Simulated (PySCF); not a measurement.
# C2H8SSeSi: the cost of one run

Computed with PySCF 2.14.0 and routines of our own; the level stands in each step. Atoms count from 0.

## 1. The system as given

13 atoms, charge 0, multiplicity 1; geometry from: GFN2-xTB.

## 2. Relaxing the molecule at PBE0-D3(BJ)/def2-SVP

The job: settings as JSON, then the geometry in Å.

```
{"job": {"xc": "PBE0", "basis": "def2-SVP", "d3": "d3bj", "grid": 1, "maxiter": 30, "shake": 0.01, "kind": "geom"}, "charge": 0, "multiplicity": 1}
C      2.719830     0.225530    -0.014600
S      1.369680    -0.945590     0.336300
Si    -0.300020     0.159210    -0.454520
C     -1.777350    -0.903440    -0.126760
Se    -3.420000    -0.037150    -0.845620
H      2.696500     0.494670    -1.079350
H      2.559560     1.146170     0.573240
H      3.649930    -0.218700     0.252010
H     -0.081520     0.393590    -1.856230
H     -0.385470     1.437870     0.272240
H     -1.988480    -1.115310     0.941710
H     -1.748550    -1.858560    -0.640400
H     -3.288310     1.204820    -0.090840
```

The run is started by

```console
OMP_NUM_THREADS=1 python heavy_run.py task.json out
```

This one command runs all jobs of the session in turn.

Q: Estimate the wall time and peak memory of this first job on 1 thread of Intel Xeon Platinum 8488C, shared host.

About 47 s, with a peak of 0.57 GiB.
